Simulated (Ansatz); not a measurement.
# TaAl4: the cost of one run

Program: Ansatz 0.2.0. Level of theory: DFT PBE, scalar-relativistic, plane waves, PAW. These are calculated values, not measurements.

### Step 1. The starting structure

Symmetry: Im-3m, No. 229, cubic system. Conventional cell: a = 5.451 Å, b = 5.451 Å, c = 5.451 Å, α = 90.00°, β = 90.00°, γ = 90.00°. Ta (site symmetry m-3m) is surrounded by 8 Al at 2.36 Å. Al (site symmetry -3m) has 2 Ta at 2.36 Å in its first shell of neighbours.

Coordinates:

```cif
data_structure
_symmetry_space_group_name_H-M 'Im-3m'
_symmetry_Int_Tables_number 229
_cell_length_a 5.4512
_cell_length_b 5.4512
_cell_length_c 5.4512
_cell_angle_alpha 90.000
_cell_angle_beta 90.000
_cell_angle_gamma 90.000
_cell_volume 161.99
loop_
_atom_site_label
_atom_site_type_symbol
_atom_site_symmetry_multiplicity
_atom_site_Wyckoff_symbol
_atom_site_fract_x
_atom_site_fract_y
_atom_site_fract_z
_atom_site_occupancy
Ta1 Ta 2 a 0.00000 0.00000 0.00000 1
Al1 Al 8 c 0.25000 0.25000 0.25000 1
```

Recipe of the guess: random cell by space group and Wyckoff sites (Im-3m, No. 229). Lengths come from tabulated atomic sizes and are only a guess.

### Step 2. A first look at the guess

Input file input.yaml:

```yaml
crystal:
  lattice:
    - [-2.72560675, 2.72560675, 2.72560675]
    - [2.72560675, -2.72560675, 2.72560675]
    - [2.72560675, 2.72560675, -2.72560675]
  atoms:
    - { symbol: Ta, position: [0.0, 0.0, 0.0] }
    - { symbol: Al, position: [0.5, 0.5, 0.5] }
    - { symbol: Al, position: [0.0, 0.0, 0.5] }
    - { symbol: Al, position: [0.0, 0.5, 0.0] }
    - { symbol: Al, position: [0.5, 0.0, 0.0] }
basis:
  ecutwfc: 420
kpoints:
  mp_grid: { grid: [4, 4, 4] }
hamiltonian:
  xc: pbe
scf:
  occupations: { method: gaussian, width: 0.1 }
  lower_state_search: "off"
output:
  forces: true
  stress: true
  eigenvalues: true
```

On the command line:

```console
$ ansatz run input.yaml --threads 1 --pin off --max-ram 2560MiB --backend cpu --events-out ev --progress --plain --runs-dir out
```

**Question.** How long does this run take on 1 thread of Intel Xeon at 2.70GHz, shared host, and how much memory does it need?

About 1.1 s, with a peak of 0.33 GiB.
